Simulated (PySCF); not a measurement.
# [Tl(SH)4]−: other functionals and bases at one geometry

An exercise on one series of results from a longer session: the logs are not shown, and one member is left open.

Program: PySCF 2.14.0. Level of theory: several levels, as the steps say, no spin–orbit coupling. These are calculated values, not measurements.

3 further runs of the same task are left out: 1 for a known fault of the program, 2 set aside as unsound or not needed.

**The system as given**

9 atoms, charge -1, spin multiplicity 1.

Bond lengths: Tl1–S2 2.622 Å, Tl1–S4 2.622 Å, Tl1–S6 2.622 Å, Tl1–S8 2.622 Å, S2–H3 1.353 Å, S4–H5 1.353 Å, S6–H7 1.353 Å, S8–H9 1.353 Å. Angles: S2–Tl1–S4 90.0°, S2–Tl1–S6 179.9°, S2–Tl1–S8 90.0°, S4–Tl1–S6 90.0°, S4–Tl1–S8 179.9°, S6–Tl1–S8 90.0°, Tl1–S2–H3 92.2°, Tl1–S4–H5 92.2°, Tl1–S6–H7 92.2°, Tl1–S8–H9 92.2°.

Geometry (Å):

```
Tl    0.0000    0.0000    0.5281
S     2.5750    0.4959    0.5308
H     2.8805   -0.8144    0.6693
S    -0.4959    2.5750    0.5308
H     0.8144    2.8805    0.6693
S    -2.5750   -0.4959    0.5308
H    -2.8805    0.8144    0.6693
S     0.4959   -2.5750    0.5308
H    -0.8144   -2.8805    0.6693
```

Formal oxidation states: Tl +3. An earlier session relaxed this geometry at r2SCAN, Tl def2-SVP with ECP60, S def2-SVP, H def2-SVP (singlet, point group C4).

At r2SCAN on the finer grid: E = -1767.305551 Eh, HOMO -1.41 eV, LUMO 0.88 eV, Mulliken charge on Tl1 +0.41 e, largest force component 0.016 eV/Å. 

Levels to run: wB97X; PBE; HF; TPSSh; r2SCAN, x2c-SVP. Hardware: 2 threads of Intel Xeon Platinum 8488C (Sapphire Rapids), shared host.

The first run:

File run.py (the lines that set the calculation):

```python
mol = gto.M(atom='''
Tl     0.00000     0.00000     0.52808
S      2.57502     0.49589     0.53078
H      2.88046    -0.81439     0.66934
S     -0.49589     2.57502     0.53078
H      0.81439     2.88046     0.66934
S     -2.57502    -0.49589     0.53078
H     -2.88046     0.81439     0.66934
S      0.49589    -2.57502     0.53078
H     -0.81439    -2.88046     0.66934''',
    basis={'Tl': 'def2-SVP', 'S': 'def2-SVP', 'H': 'def2-SVP'},
    ecp={'Tl': 'def2-SVP'},
    charge=-1, spin=0)
mf = dft.RKS(mol, xc='WB97X')
mf.grids.atom_grid = (75, 302)
mf = mf.density_fit()  # fitting sets: Tl def2-universal-JKFIT, S def2-universal-JKFIT, H def2-universal-JKFIT
mf.conv_tol = 1e-08; mf.max_cycle = 55
mf.kernel(dm0)  # dm0: the density of the relaxed state
```

The run is started by

```console
OMP_NUM_THREADS=2 python run.py
```

Among the steps run: wB97X; PBE; HF; TPSSh; r2SCAN, x2c-SVP.

One table of the session follows, with a row left open; its other results are not shown here.

| level | HOMO (eV) | gap (eV) | charge on Tl1 (e) | dipole (D) | largest force component (eV/Å) |
| --- | --- | --- | --- | --- | --- |
| r2SCAN (relaxed here) | -1.41 | 2.29 | 0.41 | 0.32 | 0.02 |
| wB97X | ? | ? | ? | ? | ? |
| PBE | -1.10 | 2.05 | 0.27 | 0.29 | 0.29 |
| HF | -4.26 | 8.89 | 0.72 | 0.31 | 0.58 |
| TPSSh | -1.62 | 2.77 | 0.40 | 0.30 | 0.02 |
| r2SCAN, x2c-SVP | -1.39 | 2.26 | 0.51 | 0.30 | 0.13 |

**Question.** Estimate the row for wB97X.

The run gave: HOMO (eV): -4.14; gap (eV): 7.42; charge on Tl1 (e): 0.45; dipole (D): 0.31; largest force component (eV/Å): 0.29. In the column «HOMO (eV)» it lies between HF (-4.26) and TPSSh (-1.62).

The dipole of a charged species depends on the origin, so these sizes hold for this origin alone.

In one basis the HOMO–LUMO gap runs from 2.05 eV (PBE) to 8.89 eV (HF). The largest leftover force, 0.58 eV/Å with HF, stands at a geometry relaxed at another level. Total energies of different levels can't be compared.
